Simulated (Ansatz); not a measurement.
**HF/def2-SVP run of Al2Si2H6 (SMILES [SiH3][Al]1[AlH][SiH2]1)**

Aim: the energy change on altering one bond length of Al2Si2H6 at HF/def2-SVP, from 2 runs. 

The calculation is run with Ansatz 0.2.0.

44 further runs of the same task are left out: 44 set aside as unsound or not needed. Runs told in other sessions of the task aren't counted.

### Step 1. The structure to begin with

Al2Si2H6 has 10 atoms, charge 0, and is taken as a singlet. As SMILES, `[SiH3][Al]1[AlH][SiH2]1`. The shape is that of a PBE0-D4/def2-TZVP optimisation.

Bond lengths: Si1–Al2 2.460 Å, Al2–Al3 2.479 Å, Al2–Si4 2.439 Å, Al3–Si4 2.343 Å, Si1–H5 1.491 Å, Si1–H6 1.491 Å, Si1–H7 1.490 Å, Al3–H8 1.585 Å, Si4–H9 1.581 Å, Si4–H10 1.500 Å. Some angles: Si1–Al2–Al3 164.4°, Si1–Al2–Si4 136.1°, Al3–Al2–Si4 56.9°, Al2–Al3–Si4 60.7°, Al2–Si4–Al3 62.4°, Al2–Si1–H5 110.3°, Al2–Si1–H6 111.0°, Al2–Si1–H7 111.8°, Al2–Al3–H8 149.8°, Si4–Al3–H8 135.8°.

### Step 2. A single-point energy at HF/def2-SVP

job.yaml

```yaml
crystal:
  periodic: [false, false, false]
  atoms:
    - {symbol: Si, position_ang: [-1.426500, 1.264600, -1.412100]}
    - {symbol: Al, position_ang: [-0.140100, -0.429800, -0.177000]}
    - {symbol: Al, position_ang: [0.542000, -2.376000, 1.198900]}
    - {symbol: Si, position_ang: [1.875500, -0.449300, 1.195500]}
    - {symbol: H, position_ang: [-1.958600, 0.687200, -2.679200]}
    - {symbol: H, position_ang: [-2.589700, 1.742300, -0.611500]}
    - {symbol: H, position_ang: [-0.589800, 2.446700, -1.761500]}
    - {symbol: H, position_ang: [0.798300, -3.933700, 1.336500]}
    - {symbol: H, position_ang: [0.619900, 0.509800, 1.257200]}
    - {symbol: H, position_ang: [2.952200, 0.487100, 1.656400]}
basis:
  gaussian:
    orbitals: def2-SVP
output:
  orbitals: {seedname: orbitals}
accuracy: high
hamiltonian:
  xc: hf
```

The run is started by

```sh
$ ansatz run job.yaml --threads 1 --pin off --max-ram 2610MiB --events-out events.jsonl --progress --plain --runs-dir runs
```

Output:

```text
Warning: RAYON_NUM_THREADS=1 ignored (pool sized by the plan → 1); use --threads N
Functional definition: HF
  name "HF"
  exchange = exact_x
  correlation = 0
2110 factors; integrals over basis functions are off by at most 6.3e-9 eV
mean field evaluation 1: about -28972.4685 eV, gradient 1.5e1 eV
mean field evaluation 2: about -28972.4765 eV, gradient 1.5e1 eV
mean field evaluation 4: about -28974.1536 eV, gradient 2.0e0 eV
mean field evaluation 8: about -28974.1816 eV, gradient 4.3e-4 eV
mean field -28974.18156631 eV, -1064.7815331564 hartree, gradient 2.4e-8 eV, S^2 0.000000; 0 other end points of the search recorded, 0 dependent functions left out
reference -28974.18156631 eV, -1064.7815331564 hartree; 30, 30 occupied and 72, 72 virtual orbitals, 2110 factors
Total energy: -28974.18156631 eV, -1064.7815331564 hartree
```

It took 1.4 s on 1 thread of AMD EPYC 9R45 (Zen 5), shared host; peak memory 0.33 GiB.

### Step 3. The distorted shape

input.yaml

```yaml
crystal:
  periodic: [false, false, false]
  atoms:
    - {symbol: Si, position_ang: [-1.346670, 1.351226, -1.221999]}
    - {symbol: Al, position_ang: [-0.060270, -0.343174, 0.013101]}
    - {symbol: Al, position_ang: [0.621830, -2.289374, 1.389001]}
    - {symbol: Si, position_ang: [1.955330, -0.362674, 1.385601]}
    - {symbol: H, position_ang: [-1.958600, 0.687200, -2.679200]}
    - {symbol: H, position_ang: [-2.509870, 1.828926, -0.421399]}
    - {symbol: H, position_ang: [-0.509970, 2.533326, -1.571399]}
    - {symbol: H, position_ang: [0.878130, -3.847074, 1.526601]}
    - {symbol: H, position_ang: [0.699730, 0.596426, 1.447301]}
    - {symbol: H, position_ang: [3.032030, 0.573726, 1.846501]}
basis:
  gaussian:
    orbitals: def2-SVP
hamiltonian:
  xc: hf
accuracy: high
output: {orbitals: {seedname: orbitals}}
```

The run is started by

```sh
$ ansatz run input.yaml --threads 1 --pin off --max-ram 2610MiB --events-out events.jsonl --progress --plain --runs-dir runs
```

Output:

```text
Warning: RAYON_NUM_THREADS=1 ignored (pool sized by the plan → 1); use --threads N
Functional definition: HF
  name "HF"
  exchange = exact_x
  correlation = 0
2104 factors; integrals over basis functions are off by at most 2.0e-8 eV
mean field evaluation 1: about -28972.1263 eV, gradient 1.5e1 eV
mean field evaluation 2: about -28972.1339 eV, gradient 1.5e1 eV
mean field evaluation 4: about -28973.7962 eV, gradient 2.0e0 eV
mean field evaluation 8: about -28973.8240 eV, gradient 4.3e-4 eV
mean field -28973.82398931 eV, -1064.7683924439 hartree, gradient 2.4e-8 eV, S^2 0.000000; 0 other end points of the search recorded, 0 dependent functions left out
reference -28973.82398931 eV, -1064.7683924439 hartree; 30, 30 occupied and 72, 72 virtual orbitals, 2104 factors
Total energy: -28973.82398931 eV, -1064.7683924439 hartree
```

It took 1.4 s on 1 thread of AMD EPYC 9R45 (Zen 5), shared host; peak memory 0.33 GiB.

### Step 4. Results

At HF/def2-SVP:

| quantity | value |
| --- | --- |
| first shape: total energy | -1064.78153 Eh |
| first shape: HOMO energy | -7.77 eV |
| first shape: LUMO energy | 0.94 eV |
| first shape: HOMO–LUMO gap | 8.70 eV |
| distorted shape: total energy | -1064.76839 Eh |
| distorted shape: HOMO energy | -7.81 eV |
| distorted shape: LUMO energy | 0.90 eV |
| distorted shape: HOMO–LUMO gap | 8.71 eV |
| energy change with the Si1–H5 bond stretched from 1.491 to 1.714 Å | 0.358 eV |

With the Si1–H5 bond stretched from 1.491 to 1.714 Å the energy rises by 0.36 eV (34.5 kJ/mol). The first shape isn't relaxed at this level, so the change isn't measured from a minimum.
